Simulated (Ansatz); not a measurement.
# H3O3SV: up Jacob's ladder to CCSD(T)

The task here is to estimate one member of a computed series from the others.

Program: Ansatz 0.2.0, Gaussian basis. Level of theory: functionals in def2-TZVPP, the program's frozen cores in correlated methods. These are calculated values, not measurements.

Plan: LDA (SPW92), PBE-D4, revPBE-D4, BLYP-D4, r2SCAN-D4, B97M-V, PBE0-D4, B3LYP-D4, r2SCANh-D4, r2SCAN0-D4, HSE06-D4, BHLYP-D4, CAM-B3LYP-D4, LC-ωPBE, ωB97X-V, ωB97M-V, B2PLYP, PBE-QIDH; CCSD(T)/def2-SVP; CCSD(T)/def2-TZVPP; MP2/def2-QZVPP; extrapolation to the limit; RPA on PBE.

## The geometry

The geometry comes from an earlier relaxation with PBE0-D4 in a triple-zeta def2 set; it is a stationary point, not always the lowest conformer.

SMILES `[OH][V]([OH])([OH])=[S]`, 8 atoms, charge 0, spin multiplicity 1.

Atoms are counted from 1 here; the program's logs count them from 0.

Bond lengths: O1–V2 1.753 Å, O1–H6 0.961 Å, V2–O3 1.753 Å, V2–O4 1.763 Å, V2–S5 2.001 Å, O3–H7 0.961 Å, O4–H8 0.964 Å. Angles: V2–O1–H6 123.2°, O1–V2–O3 107.6°, O1–V2–O4 109.7°, O1–V2–S5 111.1°, O3–V2–O4 109.7°, O3–V2–S5 111.1°, O4–V2–S5 107.7°, V2–O3–H7 123.2°, V2–O4–H8 116.9°.

Set-up of the first run:

Contents of in.yaml:

```yaml
crystal:
  periodic: [false, false, false]
  atoms:
    - {symbol: O, position_ang: [-1.058358, 1.040274, 0.746631]}
    - {symbol: V, position_ang: [0.051179, 0.047530, -0.179312]}
    - {symbol: O, position_ang: [1.396558, -0.361701, 0.867823]}
    - {symbol: O, position_ang: [-0.764169, -1.425475, -0.702467]}
    - {symbol: S, position_ang: [0.681409, 1.009544, -1.816804]}
    - {symbol: H, position_ang: [-1.407507, 1.876710, 0.427857]}
    - {symbol: H, position_ang: [2.315768, -0.249952, 0.611480]}
    - {symbol: H, position_ang: [-1.122781, -1.994031, -0.011008]}
basis:
  gaussian: {orbitals: def2-TZVPP}
hamiltonian: {xc: lda}
output: {orbitals: {seedname: orbitals}}
```

Steps of the session up to this table: LDA; PBE-D4 (GGA); revPBE-D4 (GGA); BLYP-D4 (GGA); r2SCAN-D4 (meta-GGA); B97M-V (meta-GGA); PBE0-D4 (hybrid); B3LYP-D4 (hybrid); r2SCANh-D4 (hybrid); r2SCAN0-D4 (hybrid); HSE06-D4 (hybrid); BHLYP-D4 (hybrid); CAM-B3LYP-D4 (range-separated); LC-ωPBE-D4 (range-separated; the results give it without D4); ωB97X-V (range-separated); ωB97M-V (range-separated); B2PLYP (double hybrid); PBE-QIDH (double hybrid).

One of the session's tables, all rows but one given; the rest of the session is left out.

It belongs to the step «Frontier levels by functional». 

| functional | HOMO (eV) | LUMO (eV) | gap (eV) |
| --- | --- | --- | --- |
| LDA (SPW92) | -6.83 | -3.80 | 3.03 |
| PBE-D4 | ? | ? | ? |
| revPBE-D4 | -6.59 | -3.52 | 3.07 |
| BLYP-D4 | -6.50 | -3.49 | 3.01 |
| r2SCAN-D4 | -6.95 | -3.64 | 3.31 |
| B97M-V | -6.99 | -3.64 | 3.36 |
| PBE0-D4 | -7.91 | -2.83 | 5.08 |
| B3LYP-D4 | -7.67 | -3.06 | 4.62 |
| r2SCANh-D4 | -7.41 | -3.33 | 4.08 |
| r2SCAN0-D4 | -8.11 | -2.84 | 5.26 |
| HSE06-D4 | -7.51 | -3.21 | 4.30 |
| BHLYP-D4 | -9.01 | -1.87 | 7.14 |
| CAM-B3LYP-D4 | -9.22 | -1.77 | 7.45 |
| LC-ωPBE | -10.54 | -0.71 | 9.83 |
| ωB97X-V | -10.20 | -0.71 | 9.49 |
| ωB97M-V | -10.07 | -0.67 | 9.40 |

Q: Estimate the row for PBE-D4 from the others.

The run gave: HOMO (eV): -6.66; LUMO (eV): -3.60; gap (eV): 3.06. In the column «HOMO (eV)» it lies between LDA (SPW92) (-6.83) and revPBE-D4 (-6.59).
